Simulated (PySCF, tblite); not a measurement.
**ClH9N2Si3, a small molecule taken as a stand-in for a surface group (Si site with back bonds N[SiH3], N[SiH3], Cl): NMR shifts, core binding energies and electronic excitations**

Wanted: the NMR shifts, core binding energies and electronic excitations for `[SiH3]N[SiH](Cl)N[SiH3]`.

Programs: tblite 0.8.0 and PySCF 2.14.0. All values are calculated, for the isolated system unless a continuum is named. Atoms count from 0, parts from 1.

### Step 1. The system as given

15 atoms, charge 0, multiplicity 1; geometry: distance geometry start.

### Step 2. Relaxing the cluster with GFN2-xTB

What the job is given:

```
{"job": {"kind": "relax", "xc": "GFN2-xTB", "basis": "xTB"}, "charge": 0, "multiplicity": 1}
Si     0.123145     0.420686     0.080418
N      0.429665    -1.372900    -0.048104
Si     2.021208    -1.905322    -0.736239
N     -1.565827     0.810379    -0.437846
Si    -2.205772    -0.109577    -1.843285
Cl     0.440847     1.015073     2.114686
H      1.047376     1.110033    -0.746559
H      0.054183    -1.941265     0.709637
H      2.110760    -1.531107    -2.127320
H      2.192617    -3.297699    -0.581445
H      3.069435    -1.212357    -0.049180
H     -2.221443     0.987016     0.321647
H     -3.476977    -0.647148    -1.543643
H     -1.312385    -1.160799    -2.185318
H     -2.343737     0.765018    -2.964624
```

Method: GFN2-xTB geometry optimisation, gas phase.

The run is started by

```sh
OMP_NUM_THREADS=1 python cluster_run.py task.json out
```

The driver reads the jobs from task.json and runs them one after another.

**Question.** The jobs that follow are: PBE0-D3(BJ)/def2-SVP geometry optimisation, gas phase; GIAO PBE0/pcSseg-1 NMR shielding, non-relativistic, gas phase; delta-SCF UKS SCAN, pcX-2 on the ionised atom, pcseg-1 elsewhere, spin-free X2C; TDDFT CAM-B3LYP/def2-SVPD, vertical, gas phase, core orbitals frozen in the response. Predict: point group; rotational constants (main isotopes); ¹H shifts against TMS (PBE0/pcSseg-1); ²⁹Si shifts against TMS (PBE0/pcSseg-1); ¹⁵N shifts against NH3 (PBE0/pcSseg-1); ³⁵Cl shifts against HCl (PBE0/pcSseg-1); potential on the surface of density 0.002 e/bohr³, 1st and 99th percentile; Si2p binding energies, SCAN/pcX-2 (standing for 2 of 3 atoms); N1s binding energies, SCAN/pcX-2; Cl2p binding energies, SCAN/pcX-2; lowest singlet (CAM-B3LYP/def2-SVPD); brightest single state of those computed; lowest triplet; vertical ionisation energy (ΔSCF).

As calculated:

| quantity | value |
| --- | --- |
| point group | C1 |
| rotational constants (main isotopes) | 1.25, 1.21, 0.65 GHz |
| ¹H shifts against TMS (PBE0/pcSseg-1) | 5.27, 4.77, 4.74, 4.68, 4.65, 4.60, 4.57, 0.67, 0.29 ppm |
| ²⁹Si shifts against TMS (PBE0/pcSseg-1) | -16.5, -53.3, -57.3 ppm |
| ¹⁵N shifts against NH3 (PBE0/pcSseg-1) | 26.7, 26.7 ppm |
| ³⁵Cl shifts against HCl (PBE0/pcSseg-1) | 83 ppm |
| potential on the surface of density 0.002 e/bohr³, 1st and 99th percentile | -0.65 V and 1.79 V |
| Si2p binding energies, SCAN/pcX-2 (standing for 2 of 3 atoms) | Si0 108.14, Si2 107.53 eV |
| N1s binding energies, SCAN/pcX-2 | N1 404.51, N3 404.43 eV |
| Cl2p binding energies, SCAN/pcX-2 | Cl5 206.19 eV |
| lowest singlet (CAM-B3LYP/def2-SVPD) | 6.75 eV (184 nm), f = 0.006 |
| brightest single state of those computed | state 6, 7.76 eV, f = 0.076 |
| lowest triplet | 6.42 eV |
| vertical ionisation energy (ΔSCF) | 9.86 eV |

The start of the PBE0/def2-SVP relaxation was shaken at random by about 0.01 Å, so part of the energy gained, and of the first lengths quoted, undoes that. Over 19 steps the energy fell by 0.389 eV; of the close pairs, Si0–Cl5 changed most, 2.003 to 2.079 Å (PBE0/def2-SVP). Hydrogens of an XH3 group are listed apart at this fixed geometry; free rotation makes them one line at their mean. At PBE0/pcSseg-1: Shielding is most anisotropic at Cl5 (span 265 ppm, paramagnetic term -287 ppm). At SCAN/pcX-2: Si0 (silicon bonded to Cl, 2 N, H) binds its Si2p electron 0.61 eV more tightly than Si2 (silicon bonded to N, 3 H). Only 2 of the 3 Si atoms are covered by sound results. At SCAN/pcX-2: N1 (nitrogen bonded to 2 Si, H) binds its N1s electron 0.09 eV more tightly than N3 (nitrogen bonded to 2 Si, H). The lowest singlet, at 6.75 eV, is HOMO→LUMO 0.56, HOMO→LUMO+1 0.31 and is weak; of the 6 states computed, the strongest absorption comes from state 6 at 7.76 eV (the last computed, so partners may be missing). The lowest triplet lies 0.34 eV below the lowest singlet (triplets in Tamm-Dancoff, singlets in full TDDFT). The orbital energy would give 9.24 eV for ionisation, ΔSCF gives 9.86 eV. A capped cluster stands for the solid here, so long-range fields and strain are missing, and bands or shifts of the capping hydrogens have no counterpart in it.
